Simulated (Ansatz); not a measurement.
**MnSe: energy and stress against strain**

The task, for MnSe: see how energy and stress answer to the strain pattern (0, 0, 1, 0, 0, 0).

Program: Ansatz 0.2.0. Level of theory: DFT r2SCAN, scalar-relativistic, plane waves, PAW. These are calculated values, not measurements.

### Step 1. The structure to begin with

Symmetry: F-43m, No. 216, cubic system. The conventional cell has a = 5.820 Å, b = 5.820 Å, c = 5.820 Å, α = 90.00°, β = 90.00°, γ = 90.00°. Around Mn (site symmetry -43m) lie 4 Se at 2.52 Å. Se (site symmetry -43m) is surrounded by 4 Mn at 2.52 Å.

As a file:

```xyz
2
Lattice="0.0000 2.9100 2.9100 2.9100 0.0000 2.9100 2.9100 2.9100 0.0000" Properties=species:S:1:pos:R:3 pbc="T T T"
Mn    0.0000    0.0000    0.0000
Se    4.3650    4.3650    4.3650
```

No relaxation comes first: the listed cell is the starting point.

### Step 2. The reference cell

Reference values: F = -9383.8456 eV; pressure 3.26 GPa; largest force 0.000 eV/Å; gap on the mesh 0.52 eV. It was computed beforehand with the settings of the runs below.

### Step 3. Next: energy and stress against strain

The cell is strained by ε times the Voigt pattern (0, 0, 1, 0, 0, 0) (xx, yy, zz, yz, xz, xy; engineering shear), with fractional coordinates fixed (clamped ions). The stress on the pattern is the sum of the stress components weighted by it, tension positive.

### Step 4. At ε = -0.0600

Input file input.yaml:

```yaml
crystal:
  lattice:
    - [0.0, 2.91, 2.7354]
    - [2.91, 0.0, 2.7354]
    - [2.91, 2.91, 0.0]
  atoms:
    - { symbol: Mn, position: [0.0, 0.0, 0.0], spin: 4.8 }
    - { symbol: Se, position: [0.75, 0.75, 0.75] }
basis:
  ecutwfc: 500
kpoints:
  mp_grid: { grid: [10, 10, 10] }
hamiltonian:
  xc: r2scan
scf:
  occupations: { method: gaussian, width: 0.05 }
output:
  forces: true
  stress: true
  eigenvalues: true
  populations: true
magnetization:
  spin_polarized: true
```

Run with:

```sh
$ ansatz run input.yaml --threads 1 --pin off --max-ram 2560MiB --backend cpu --events-out ev --progress --plain --runs-dir out
```

### Step 5. At ε = 0.0450

input.yaml: that of step 4 with these lines changed.

```diff
@@ -2,4 +2,4 @@
   lattice:
-    - [0.0, 2.91, 2.7354]
-    - [2.91, 0.0, 2.7354]
+    - [0.0, 2.91, 3.04095]
+    - [2.91, 0.0, 3.04095]
     - [2.91, 2.91, 0.0]
```

### Step 6. At ε = -0.0300

input.yaml: that of step 5 with these lines changed.

```diff
@@ -2,4 +2,4 @@
   lattice:
-    - [0.0, 2.91, 3.04095]
-    - [2.91, 0.0, 3.04095]
+    - [0.0, 2.91, 2.8227]
+    - [2.91, 0.0, 2.8227]
     - [2.91, 2.91, 0.0]
```

### Step 7. At ε = 0.0150

input.yaml: that of step 6 with these lines changed.

```diff
@@ -2,4 +2,4 @@
   lattice:
-    - [0.0, 2.91, 2.8227]
-    - [2.91, 0.0, 2.8227]
+    - [0.0, 2.91, 2.95365]
+    - [2.91, 0.0, 2.95365]
     - [2.91, 2.91, 0.0]
```

### Step 8. Point ε = 0.0600

input.yaml: that of step 7 with these lines changed.

```diff
@@ -2,4 +2,4 @@
   lattice:
-    - [0.0, 2.91, 2.95365]
-    - [2.91, 0.0, 2.95365]
+    - [0.0, 2.91, 3.0846]
+    - [2.91, 0.0, 3.0846]
     - [2.91, 2.91, 0.0]
@@ -21,2 +21,6 @@
   populations: true
+  write_density: true
+  write_potential: true
+  elf: true
+  volumetric_format: npy
 magnetization:
```

(Steps that only read results are left out.)

What does the calculation give? Wanted: slope of the stress at ε = 0, from the points at -0.0300, 0 and 0.0150.

As calculated:

| quantity | value |
| --- | --- |
| slope of the stress at ε = 0, from the points at -0.0300, 0 and 0.0150 | 78 GPa |

From the stress slope, C33 is about 78 GPa with the ions clamped; letting the atoms relax could not make it stiffer. The step is wide, so higher orders mix in. The reference stands under 3.3 GPa, so this is no zero-stress constant. The undisturbed cell is not the lowest point: the energy is 10.7 meV/atom lower at ε = 0.0450; the cell was taken as given and not relaxed at this level. Compression costs more than tension: 52.2 against -9.1 meV/atom at the ends. The gap on the mesh, 0.52 eV at the start, reads zero at ε = -0.0600. The magnetic state reached may not be the lowest one. With one magnetic atom in the cell only ferromagnetic order fits, and no U was applied, so an antiferromagnetic state was not tested. Without a U such compounds often come out metallic though many are antiferromagnetic insulators.
